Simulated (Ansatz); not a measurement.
**BF₂HSe: small, medium and large basis sets**

An exercise on one series of results from a longer session: the logs are not shown, and one member is left open.

Method: one geometry, several basis sets; program: Ansatz 0.2.0, Gaussian basis.

Levels to be run: PBE0-D4/def2-SVP; ωB97M-V/def2-SVP; PBE0-D4/def2-QZVPP; ωB97M-V/def2-QZVPP; the functionals' def2-TZVPP values are taken from earlier runs.

## Structure used throughout

All runs share one geometry, relaxed beforehand with PBE0-D4 in a triple-zeta def2 set.

5 atoms, charge 0, spin multiplicity 1.

Atoms are counted from 1 here; the program's logs count them from 0.

Bond lengths: F1–B2 1.317 Å, B2–F3 1.317 Å, B2–Se4 1.941 Å, Se4–H5 1.467 Å. Angles: F1–B2–F3 118.4°, F1–B2–Se4 119.0°, F3–B2–Se4 122.6°, B2–Se4–H5 93.2°.

The first run:

in.yaml reads:

```yaml
crystal:
  periodic: [false, false, false]
  atoms:
    - {symbol: F, position_ang: [0.971302, -1.476993, 0.583788]}
    - {symbol: B, position_ang: [0.105334, -0.542089, 0.251297]}
    - {symbol: F, position_ang: [-1.159140, -0.716004, 0.574319]}
    - {symbol: Se, position_ang: [0.735712, 1.032899, -0.691594]}
    - {symbol: H, position_ang: [-0.603408, 1.628387, -0.759210]}
basis:
  gaussian: {orbitals: def2-SVP}
hamiltonian: {xc: pbe0, dispersion: d4}
output: {orbitals: {seedname: orbitals}}
```

Steps of the session up to this table: PBE0-D4 in def2-SVP; ωB97M-V in def2-SVP; PBE0-D4 in def2-QZVPP; ωB97M-V in def2-QZVPP.

One table of the session follows, with a row left open; its other results are not shown here.

It belongs to the step «Density functionals: the series». 

| functional | basis | HOMO (eV) | LUMO (eV) |
| --- | --- | --- | --- |
| PBE0-D4 | def2-SVP | ? | ? |
| PBE0-D4 | def2-TZVPP | -7.87 | -0.10 |
| PBE0-D4 | def2-QZVPP | -7.89 | -0.23 |
| ωB97M-V | def2-SVP | -9.87 | 2.21 |
| ωB97M-V | def2-TZVPP | -10.01 | 1.68 |
| ωB97M-V | def2-QZVPP | -10.03 | 1.41 |

Q: Estimate the row for PBE0-D4, def2-SVP from the others.

**Answer.** HOMO (eV): -7.74; LUMO (eV): 0.17. In the column «HOMO (eV)» it is the highest.
